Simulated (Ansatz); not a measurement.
**BGeHCl+ (triplet): the correlation ladder, cc-pVDZ**

Aim: climb from Hartree-Fock through coupled cluster and multireference methods for BGeHCl+ (triplet) at one geometry and basis, and see what each rung misses.

Program: Ansatz 0.2.0, Gaussian basis. Level of theory: cc-pVDZ, core rule «outside noble gas», up to 20 orbitals frozen. These are calculated values, not measurements.

Plan: UHF; CCSD(T) on ROHF; CCSD(T) on UHF; BCCD(T) on ROHF; CISD; CCSDT(Q) on ROHF; CCSDT(Q) on UHF; CASSCF and NEVPT2, 10 electrons in 10 orbitals.

25 further runs of the same task are left out: 9 that didn't finish, 16 set aside as unsound or not needed.

### Step 1. The system

The geometry is a PBE0/def2-TZVP stationary point (not a proven minimum) of the parent state, kept for this charge and spin. No spin-orbit coupling is included. The filled d shell of Ge may be among the frozen orbitals whatever the setting's name suggests; the logs give the count.

4 atoms, charge 1, spin multiplicity 3.

Atoms are counted from 1 here; the program's logs count them from 0.

Bond lengths: Cl1–B2 1.724 Å, B2–Ge3 2.007 Å, Ge3–H4 1.547 Å. Angles: Cl1–B2–Ge3 123.1°, B2–Ge3–H4 123.1°.

Geometry (Å):

| atom | x (Å) | y (Å) | z (Å) |
| --- | --- | --- | --- |
| Cl1 | 0.0000 | -0.1018 | 2.1610 |
| B2 | 0.0000 | 0.7916 | 0.6861 |
| Ge3 | 0.0000 | -0.0782 | -1.1229 |
| H4 | 0.0000 | 0.7246 | -2.4453 |

### Step 2. UHF

The input, in.yaml:

```yaml
crystal:
  periodic: [false, false, false]
  atoms:
    - {symbol: Cl, position_ang: [0.000000, -0.101777, 2.160962]}
    - {symbol: B, position_ang: [0.000000, 0.791619, 0.686080]}
    - {symbol: Ge, position_ang: [0.000000, -0.078196, -1.122868]}
    - {symbol: H, position_ang: [0.000000, 0.724557, -2.445252]}
basis:
  gaussian: {orbitals: cc-pVDZ}
total_charge: 1
magnetization: {spin_polarized: true, initial_magnetization: 2}
hamiltonian: {xc: hf}
output: {orbitals: {seedname: orbitals}}
```

On the command line:

```sh
$ ansatz run in.yaml --threads 1 --pin off --events-out ev --progress --plain --max-ram 2393MiB
```

The runs that follow: CCSD(T) on ROHF; CCSD(T) on UHF; BCCD(T) on ROHF; CISD; CCSDT(Q) on ROHF; CCSDT(Q) on UHF; CASSCF and NEVPT2, 10 electrons in 10 orbitals.

**Question.** What will the summary of the whole plan be? Wanted: UCCSDT(Q) below the RHF energy; RMP2 from UCCSDT(Q); UMP2 from UCCSDT(Q); RCCSD from UCCSDT(Q); RCCSD(T) from UCCSDT(Q); UCCSD(T) from UCCSDT(Q); RCCSDT(Q) from UCCSDT(Q); T1 diagnostic.

**Answer**, as computed:

| quantity | value |
| --- | --- |
| UCCSDT(Q) below the RHF energy | -8.4383 eV |
| RMP2 from UCCSDT(Q) | +1345.3 meV |
| UMP2 from UCCSDT(Q) | +1359.4 meV |
| RCCSD from UCCSDT(Q) | +402.3 meV |
| RCCSD(T) from UCCSDT(Q) | +78.7 meV |
| UCCSD(T) from UCCSDT(Q) | +72.0 meV |
| RCCSDT(Q) from UCCSDT(Q) | +15.6 meV |
| levels within 1 kcal/mol (43 meV) | RCCSDT, UCCSDT, RCCSDT(Q) |
| T1 diagnostic | 0.032 |

RCCSD(T) misses by +78.7 meV, 0.9 % of the correlation energy. These misses are within one basis, not against nature; the frozen cores of restricted and unrestricted runs differ, which can shift their rows.
